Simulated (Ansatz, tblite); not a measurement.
# Ge9H16 off sphere (Ge₉H₁₄O): one state, many levels

An exercise on one series of results from a longer session: the logs are not shown, and one member is left open.

Program: Ansatz 0.2.0, Gaussian basis. Level of theory: as each input shows. These are calculated values, not measurements.

Levels to be run: GFN1-xTB, GFN2-xTB, PBE-D4/def2-TZVP, r2SCAN-D4/def2-TZVP, revPBE-D4/def2-TZVP, BHLYP-D4/def2-TZVP, CAM-B3LYP-D4/def2-TZVP, PBE+5HF/def2-SVP, PBE+10HF/def2-SVP, PBE+15HF/def2-SVP, PBE+35HF/def2-SVP, PBE+50HF/def2-SVP, PBE-D4/def2-SVP, PBE0-D4/def2-SVP, MP2/def2-TZVP, RPA/def2-TZVP.

### The geometry

The geometry is that of the singlet, from an earlier relaxation (PBE-D4/def2-SVP).

24 atoms, charge 0, spin multiplicity 1.

Bond lengths: Ge1–Ge6 2.454 Å, Ge1–Ge7 2.475 Å, Ge1–H11 1.553 Å, Ge1–H12 1.558 Å, Ge2–Ge6 2.446 Å, Ge2–Ge8 2.444 Å, Ge2–H13 1.556 Å, Ge2–H14 1.556 Å, Ge3–Ge6 2.448 Å, Ge3–Ge9 2.448 Å, Ge3–H15 1.557 Å, Ge3–H16 1.557 Å, Ge4–Ge7 2.475 Å, Ge4–Ge9 2.454 Å, Ge4–H17 1.558 Å, Ge4–H18 1.553 Å, Ge5–Ge8 2.444 Å, Ge5–Ge9 2.446 Å and more. Angles: Ge6–Ge1–Ge7 109.1°, Ge6–Ge1–H11 112.0°, Ge6–Ge1–H12 109.1°, Ge7–Ge1–H11 109.6°, Ge7–Ge1–H12 107.8°, H11–Ge1–H12 109.1°, Ge6–Ge2–Ge8 109.6°, Ge6–Ge2–H13 109.6°, Ge6–Ge2–H14 109.1°, Ge8–Ge2–H13 110.6°, Ge8–Ge2–H14 109.6°, H13–Ge2–H14 108.2°, Ge6–Ge3–Ge9 110.8°, Ge6–Ge3–H15 110.0°, Ge6–Ge3–H16 108.9°, Ge9–Ge3–H15 110.0°, Ge9–Ge3–H16 108.9°, H15–Ge3–H16 108.1° and more.

As a file:

```xyz
24
charge 0, multiplicity 1
Ge    0.3193   -2.9289   -0.0083
Ge    0.3026   -0.0494   -2.7880
Ge   -2.4968   -0.0906    0.0824
Ge    0.3076    0.0122    2.9310
Ge    0.2959    2.7878    0.0486
Ge   -1.1022   -1.4732   -1.3796
Ge    1.6514   -1.5339    1.5426
Ge    1.6947    1.3791   -1.3764
Ge   -1.1118    1.3777    1.4680
O     3.3174   -1.5614    1.5744
H     1.2712   -3.7981   -0.8752
H    -0.5860   -3.8634    0.8491
H     1.1867   -0.9370   -3.7109
H    -0.6082    0.8337   -3.6890
H    -3.3841   -0.9959    0.9859
H    -3.4378    0.7843   -0.7971
H    -0.5991   -0.8476    3.8620
H     1.2524    0.8831    3.8039
H    -0.6129    3.6882   -0.8372
H     1.1761    3.7113    0.9394
H    -2.0182   -2.3769   -2.2638
H     2.6279    2.2602   -2.2553
H     2.5876    0.4777   -0.4729
H    -2.0338    2.2610    2.3663
```

PBE0-D4/def2-TZVP was run before; its log isn't repeated, and its numbers join the tables.

Set-up of the first run:

Tight binding, by tblite at 300 K electronic temperature and without a spin-polarisation term:

```python
tblite.interface.Calculator('GFN1-xTB', numbers, positions, charge=0, uhf=0).singlepoint()
```

Tight binding, by tblite at 300 K electronic temperature and without a spin-polarisation term:

```python
tblite.interface.Calculator('GFN2-xTB', numbers, positions, charge=0, uhf=0).singlepoint()
```

start.molden holds the orbitals of an earlier run on this state, given as this run's starting guess.

The input, in.yaml:

```yaml
crystal:
  periodic: [false, false, false]
  atoms:
    - {symbol: Ge, position_ang: [0.319286, -2.928867, -0.008263]}
    - {symbol: Ge, position_ang: [0.302645, -0.049422, -2.788035]}
    - {symbol: Ge, position_ang: [-2.496829, -0.090566, 0.082399]}
    - {symbol: Ge, position_ang: [0.307595, 0.012183, 2.931019]}
    - {symbol: Ge, position_ang: [0.295936, 2.787805, 0.048613]}
    - {symbol: Ge, position_ang: [-1.102194, -1.473239, -1.379643]}
    - {symbol: Ge, position_ang: [1.651441, -1.533908, 1.542623]}
    - {symbol: Ge, position_ang: [1.694663, 1.379096, -1.376351]}
    - {symbol: Ge, position_ang: [-1.111772, 1.377700, 1.467982]}
    - {symbol: O, position_ang: [3.317445, -1.561386, 1.574388]}
    - {symbol: H, position_ang: [1.271214, -3.798069, -0.875227]}
    - {symbol: H, position_ang: [-0.586036, -3.863428, 0.849099]}
    - {symbol: H, position_ang: [1.186679, -0.937012, -3.710949]}
    - {symbol: H, position_ang: [-0.608248, 0.833718, -3.688958]}
    - {symbol: H, position_ang: [-3.384111, -0.995904, 0.985881]}
    - {symbol: H, position_ang: [-3.437806, 0.784328, -0.797107]}
    - {symbol: H, position_ang: [-0.599051, -0.847626, 3.862007]}
    - {symbol: H, position_ang: [1.252422, 0.883131, 3.803907]}
    - {symbol: H, position_ang: [-0.612918, 3.688199, -0.837156]}
    - {symbol: H, position_ang: [1.176139, 3.711275, 0.939429]}
    - {symbol: H, position_ang: [-2.018227, -2.376925, -2.263775]}
    - {symbol: H, position_ang: [2.627889, 2.260180, -2.255277]}
    - {symbol: H, position_ang: [2.587647, 0.477712, -0.472924]}
    - {symbol: H, position_ang: [-2.033821, 2.260994, 2.366317]}
basis:
  gaussian: {orbitals: def2-TZVP, fitting: {mean_field: def2-universal-jkfit}, initial_orbitals: start.molden}
hamiltonian: {xc: pbe, dispersion: d4}
scf: {omitted_lower_state_checks: [starts]}
output: {orbitals: {seedname: orbitals}}
```

The run is started by

```bash
> ansatz run in.yaml --threads 2 --pin off --events-out ev --progress --plain --max-ram 32768MiB --backend cuda --devices 0, --max-vram 18GiB
```

Steps of the session up to this table: PBE-D4/def2-TZVP; r2SCAN-D4/def2-TZVP; revPBE-D4/def2-TZVP; BHLYP-D4/def2-TZVP; CAM-B3LYP-D4/def2-TZVP; PBE+5HF/def2-SVP; PBE+10HF/def2-SVP; PBE+15HF/def2-SVP; PBE+35HF/def2-SVP; PBE+50HF/def2-SVP; PBE-D4/def2-SVP; PBE0-D4/def2-SVP; MP2/def2-TZVP; RPA/def2-TZVP.

One of the session's tables, all rows but one given; the rest of the session is left out.

It belongs to the step «Binding energy». 

| level | binding an atom (eV) |
| --- | --- |
| HF/def2-TZVP | 1.955 |
| PBE-D4/def2-SVP | 2.865 |
| PBE-D4/def2-TZVP | 2.867 |
| revPBE-D4/def2-TZVP | 2.794 |
| r2SCAN-D4/def2-TZVP | 2.890 |
| PBE0-D4/def2-SVP | 2.834 |
| PBE0-D4/def2-TZVP | 2.838 |
| BHLYP-D4/def2-TZVP | ? |
| CAM-B3LYP-D4/def2-TZVP | 2.834 |
| MP2/def2-TZVP | 2.791 |

Q: Estimate the row for BHLYP-D4/def2-TZVP from the others.

The run gave: binding an atom (eV): 2.784. In the column «binding an atom (eV)» it lies between HF/def2-TZVP (1.955) and MP2/def2-TZVP (2.791).

To keep in mind: Free atoms were run apart at each level; binding is atoms less cluster, divided by the number of atoms, without zero-point or spin-orbit terms.
